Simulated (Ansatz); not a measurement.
# CH₃NSe: how energies converge with the basis set

How large a basis does CH₃NSe need? Two functionals are run in growing sets.

Program: Ansatz 0.2.0, Gaussian basis. Level of theory: one geometry, several basis sets. These are calculated values, not measurements.

Levels to be run: PBE0-D4/def2-SVP; ωB97M-V/def2-SVP; PBE0-D4/def2-QZVPP; ωB97M-V/def2-QZVPP; the functionals' def2-TZVPP values are taken from earlier runs.

## 1. The relaxed structure

The geometry comes from an earlier relaxation with PBE0-D4 in a triple-zeta def2 set; it is a stationary point.

SMILES `NC=[Se]`, 6 atoms, charge 0, spin multiplicity 1.

Atoms are counted from 1 here; the program's logs count them from 0.

Bond lengths: N1–C2 1.328 Å, N1–H4 1.006 Å, N1–H5 1.008 Å, C2–Se3 1.780 Å, C2–H6 1.089 Å. Angles: C2–N1–H4 121.8°, C2–N1–H5 119.3°, H4–N1–H5 118.9°, N1–C2–Se3 126.0°, N1–C2–H6 113.4°, Se3–C2–H6 120.6°.

## 2. PBE0-D4 in def2-SVP

The input, in.yaml:

```yaml
crystal:
  periodic: [false, false, false]
  atoms:
    - {symbol: N, position_ang: [-0.202264, -0.416433, 0.582412]}
    - {symbol: C, position_ang: [0.024708, 0.355014, -0.474915]}
    - {symbol: Se, position_ang: [1.616590, 0.714583, -1.184375]}
    - {symbol: H, position_ang: [-1.132106, -0.576897, 0.930863]}
    - {symbol: H, position_ang: [0.575718, -0.854360, 1.050313]}
    - {symbol: H, position_ang: [-0.882656, 0.778094, -0.904299]}
basis:
  gaussian: {orbitals: def2-SVP}
hamiltonian: {xc: pbe0, dispersion: d4}
output: {orbitals: {seedname: orbitals}}
```

The run is started by

```
$ ansatz run in.yaml --threads 2 --pin off --events-out ev --progress --plain --max-ram 4352MiB
```

Output:

```text
Functional definition: PBE0
  name "PBE0"
  cite "Adamo & Barone, J. Chem. Phys. 110, 6158 (1999) doi:10.1063/1.478522"
  cite "Perdew, Burke & Ernzerhof, Phys. Rev. Lett. 77, 3865 (1996) doi:10.1103/PhysRevLett.77.3865"
  parent pbe
  parameter a = 0.25
  parameter kappa = 0.804
  parameter beta = 0.06672455060314922
  exchange = (1 - a)*pbe_x(kappa = kappa, mu = beta*pi^2/3) + a*exact_x
  correlation = pbe_c(beta = beta)
750 factors; integrals over basis functions are off by at most 1.1e-3 eV
mean field evaluation 1: about -67901.1065 eV, gradient 4.1e1 eV
mean field evaluation 2: about -67895.9349 eV, gradient 5.9e1 eV
mean field evaluation 4: about -67904.5587 eV, gradient 3.1e0 eV
mean field evaluation 8: about -67904.6615 eV, gradient 1.0e-1 eV
mean field evaluation 16: about -67904.6615 eV, gradient 4.6e-5 eV
mean field -67904.66149843 eV, -2495.4502826347 hartree, gradient 4.6e-5 eV, S^2 0.000000; 0 other end points of the search recorded, 0 dependent functions left out
reference -67904.66151761 eV, -2495.4502833394 hartree; 25, 25 occupied and 50, 50 virtual orbitals, 750 factors
Total energy: -67904.74281734 eV, -2495.4532710496 hartree
```

Run time: 1 s. Hardware: 2 threads of Arm Neoverse V1, shared host.

## 3. ωB97M-V in def2-SVP

in.yaml: that of step 2 with these lines changed.

```diff
@@ -11,3 +11,3 @@
   gaussian: {orbitals: def2-SVP}
-hamiltonian: {xc: pbe0, dispersion: d4}
+hamiltonian: {xc: {name: wB97M-V}}
 output: {orbitals: {seedname: orbitals}}
```

The command is unchanged.

Output (excerpt; [...] marks lines left out):

```text
Functional definition: wB97M-V
  name "wB97M-V"
  cite "Mardirossian & Head-Gordon, J. Chem. Phys. 144, 214110 (2016) doi:10.1063/1.4952647"
  cite "Becke, J. Chem. Phys. 107, 8554 (1997) doi:10.1063/1.475007"
  cite "Vydrov & Van Voorhis, J. Chem. Phys. 133, 244103 (2010) doi:10.1063/1.3521275"
  # Of w^i u^j: cxij and so on, Table III.
[...]
  gx(w, u) = 1 - cx + cx01*u + cx10*w
  gss(w, u) = css00 + css04*u^4 + css10*w + css20*w^2 + css43*w^4*u^3
  gos(w, u) = cos00 + cos10*w + (cos20 + cos21*u)*w^2 + (cos60 + cos61*u)*w^6
[...]
      + integral(e_c_pw_mod_opposite_spin*gos(b97_w_opposite, b97_u_opposite)) + vv10(b, c)
750 factors; integrals over basis functions are off by at most 1.1e-3 eV
171 factors; integrals over basis functions are off by at most 6.1e-6 eV
[...]
mean field -67910.50868567 eV, -2495.6651628024 hartree, gradient 1.3e-5 eV, S^2 0.000000; 0 other end points of the search recorded, 0 dependent functions left out
reference -67910.50871682 eV, -2495.6651639469 hartree; 25, 25 occupied and 50, 50 virtual orbitals, 750 factors
Total energy: -67910.50871682 eV, -2495.6651639469 hartree
```

Wall time 3.8 s (2 threads of Arm Neoverse V1, shared host).

## 4. PBE0-D4 in def2-QZVPP

in.yaml: that of step 3 with these lines changed.

```diff
@@ -10,4 +10,4 @@
 basis:
-  gaussian: {orbitals: def2-SVP}
-hamiltonian: {xc: {name: wB97M-V}}
+  gaussian: {orbitals: "def2-QZVPP.json"}
+hamiltonian: {xc: pbe0, dispersion: d4}
 output: {orbitals: {seedname: orbitals}}
```

Launched as before.

Output:

```text
Functional definition: PBE0
  name "PBE0"
  cite "Adamo & Barone, J. Chem. Phys. 110, 6158 (1999) doi:10.1063/1.478522"
  cite "Perdew, Burke & Ernzerhof, Phys. Rev. Lett. 77, 3865 (1996) doi:10.1103/PhysRevLett.77.3865"
  parent pbe
  parameter a = 0.25
  parameter kappa = 0.804
  parameter beta = 0.06672455060314922
  exchange = (1 - a)*pbe_x(kappa = kappa, mu = beta*pi^2/3) + a*exact_x
  correlation = pbe_c(beta = beta)
1094 factors; their error is unknown
mean field evaluation 1: about -67909.3341 eV, gradient 6.1e1 eV
mean field evaluation 2: about -67894.3910 eV, gradient 9.7e1 eV
mean field evaluation 4: about -67916.8623 eV, gradient 6.3e0 eV
mean field evaluation 8: about -67916.9264 eV, gradient 1.0e-1 eV
mean field evaluation 16: about -67917.1296 eV, gradient 8.4e-5 eV
mean field -67917.12955036 eV, -2495.9084750920 hartree, gradient 8.4e-5 eV, S^2 0.000000; 0 other end points of the search recorded, 0 dependent functions left out
reference -67917.12957719 eV, -2495.9084760778 hartree; 25, 25 occupied and 268, 268 virtual orbitals, 1094 factors
Total energy: -67917.21087692 eV, -2495.9114637879 hartree
```

Wall time 5.5 s (2 threads of Arm Neoverse V1, shared host); peak memory 0.76 GiB.

## 5. ωB97M-V in def2-QZVPP

in.yaml: that of step 4 with these lines changed.

```diff
@@ -11,3 +11,3 @@
   gaussian: {orbitals: "def2-QZVPP.json"}
-hamiltonian: {xc: pbe0, dispersion: d4}
+hamiltonian: {xc: {name: wB97M-V}}
 output: {orbitals: {seedname: orbitals}}
```

The command is unchanged.

Output (excerpt; [...] marks lines left out):

```text
Functional definition: wB97M-V
  name "wB97M-V"
  cite "Mardirossian & Head-Gordon, J. Chem. Phys. 144, 214110 (2016) doi:10.1063/1.4952647"
  cite "Becke, J. Chem. Phys. 107, 8554 (1997) doi:10.1063/1.475007"
  cite "Vydrov & Van Voorhis, J. Chem. Phys. 133, 244103 (2010) doi:10.1063/1.3521275"
  # Of w^i u^j: cxij and so on, Table III.
[...]
  gx(w, u) = 1 - cx + cx01*u + cx10*w
  gss(w, u) = css00 + css04*u^4 + css10*w + css20*w^2 + css43*w^4*u^3
  gos(w, u) = cos00 + cos10*w + (cos20 + cos21*u)*w^2 + (cos60 + cos61*u)*w^6
[...]
      + integral(e_c_pw_mod_opposite_spin*gos(b97_w_opposite, b97_u_opposite)) + vv10(b, c)
1069 factors; their error is unknown
226 factors; integrals over basis functions are off by at most 2.1e-5 eV
[...]
mean field -67923.02570481 eV, -2496.1251547714 hartree, gradient 5.1e-5 eV, S^2 0.000000; 0 other end points of the search recorded, 0 dependent functions left out
reference -67923.02574708 eV, -2496.1251563246 hartree; 25, 25 occupied and 268, 268 virtual orbitals, 1069 factors
Total energy: -67923.02574708 eV, -2496.1251563246 hartree
```

It took 14 s on 2 threads of Arm Neoverse V1, shared host; peak memory 0.92 GiB.

## 6. Functionals by basis

The def2-TZVPP values come from earlier runs at the same geometry.

| functional | basis | functions | energy (eV) | from the largest (eV) | HOMO (eV) | LUMO (eV) |
| --- | --- | --- | --- | --- | --- | --- |
| PBE0-D4 | def2-SVP | 75 | -67904.7428 | 12.468 | -5.67 | -0.98 |
| PBE0-D4 | def2-TZVPP | 152 | -67915.6906 | 1.520 | -5.91 | -1.25 |
| PBE0-D4 | def2-QZVPP | 293 | -67917.2109 | 0.000 | -5.94 | -1.31 |
| ωB97M-V | def2-SVP | 75 | -67910.5087 | 12.517 | -7.78 | 1.20 |
| ωB97M-V | def2-TZVPP | 152 | -67921.5548 | 1.471 | -8.04 | 0.85 |
| ωB97M-V | def2-QZVPP | 293 | -67923.0257 | 0.000 | -8.08 | 0.75 |

## 7. Outcome

| quantity | value |
| --- | --- |
| PBE0-D4: double and triple zeta above quadruple | 12.47, 1.52 eV |
| ωB97M-V: double and triple zeta above quadruple | 12.52, 1.47 eV |

In words: For PBE0-D4 the step from double to triple zeta gains 10.95 eV and the next only 1.52 eV. Total energies overstate the basis error of differences, where much of it tends to cancel.

For PBE0-D4 the largest set took about 6 times as long as the smallest (5.5 s against 1 s).
